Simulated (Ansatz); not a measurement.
# LiCl: a single-point run

The task is a single-point run on LiCl. The structure is shown as the input types it.

The COD entry's cell or inner coordinates are ideal or old and differ from later refinements, so a difference from it is no clean test against experiment.

Program: Ansatz 0.2.0. Level of theory: density functional or hybrid calculation with the settings of its input, plane waves (as first typed). These are calculated values, not measurements.

## 1. Starting point

Symmetry: Fm-3m, No. 225, cubic system. The conventional cell has a = 5.112 Å, b = 5.112 Å, c = 5.112 Å, α = 90.00°, β = 90.00°, γ = 90.00°. Li (site symmetry m-3m) has 6 Cl at 2.56 Å as nearest neighbours. Around Cl (site symmetry m-3m) lie 6 Li at 2.56 Å.

As a file:

```cif
data_structure
_symmetry_space_group_name_H-M 'Fm-3m'
_symmetry_Int_Tables_number 225
_cell_length_a 5.1121
_cell_length_b 5.1121
_cell_length_c 5.1121
_cell_angle_alpha 90.000
_cell_angle_beta 90.000
_cell_angle_gamma 90.000
_cell_volume 133.59
loop_
_atom_site_label
_atom_site_type_symbol
_atom_site_symmetry_multiplicity
_atom_site_Wyckoff_symbol
_atom_site_fract_x
_atom_site_fract_y
_atom_site_fract_z
_atom_site_occupancy
Li1 Li 4 a 0.00000 0.00000 0.00000 1
Cl1 Cl 4 b 0.50000 0.00000 0.00000 1
```

## 2. Running it

File input.yaml:

```yaml
crystal:
  lattice:
    - [0.0, 2.5560252063, 2.5560252063]
    - [2.5560252063, 0.0, 2.5560252063]
    - [2.5560252063, 2.5560252063, 0.0]
  atoms:
    - { symbol: Li, position: [0.0, 0.0, 0.0] }
    - { symbol: Cl, position: [0.5, 0.5, 0.5] }
kpoints:
  mp_grid: { grid: [6, 6, 6] }
hamiltonian:
  xc: pbe
scf:
  occupations: { method: fixed }
  n_extra_bands: 4
  max_iter: 86
output:
  forces: true
  stress: true
  eigenvalues: true
basis:
  ecutwfc: 80
```

Started as:

```sh
$ ansatz run input.yaml --threads 4 --pin off --max-ram 3686MiB --backend cpu --events-out ev --progress --plain --runs-dir out
```

**Question.** How will this run end, and is anything wrong with its input?

The program finished normally, with warnings (cutoff below recommended). Its log warns: «basis.ecutwfc = 80 eV is below the records' recommended 420 eV ...»

In the input, basis.ecutwfc is 80. The cutoff lies far under what these potentials need. The potentials' recommended cutoff is 420 eV.

To check: delete basis.ecutwfc (the default then holds).
